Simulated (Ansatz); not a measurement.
Crystal: TaVN2.

```
Ta V N
1.0
     3.04987    0.00000    0.00000
     0.00000    3.04987    0.00000
     0.00000    0.00000    4.29606
Ta V N
1 1 2
Cartesian
  0.0000 0.0000 0.0000
  1.5249 1.5249 2.1480
  1.5249 1.5249 0.0000
  0.0000 0.0000 2.1480
```

The cell comes from a database or a generator and needn't be the stable form of this composition.

Program: Ansatz 0.2.0. Alike in all runs: task single point; level PBEsol; potentials or basis Ansatz PAW; cell as given; k mesh 7 × 7 × 5; cutoff (eV) 420; smearing fermi-dirac 0.05 eV.

Order these runs on this cell by their pressure, lowest first.
A. spin collinear, ferromagnetic start; fixed moment (μB) 4.0
B. spin collinear, ferromagnetic start; fixed moment (μB) 3.0
C. spin collinear, ferromagnetic start; fixed moment (μB) 1.5
D. spin collinear, program default start; fixed moment (μB) 0.0
E. spin collinear, ferromagnetic start; fixed moment (μB) 1.0

D (-12.7 GPa), E (-10.5 GPa), C (-8.8 GPa), B (-0.4 GPa), A (9.1 GPa).

Caveats: the total moment is fixed, so each spin has its own Fermi level; the PAW data sets come from PBE, with cores solved anew for the run's functional, which leaves a small shift of forces and pressure; the thresholds are loose for stress.
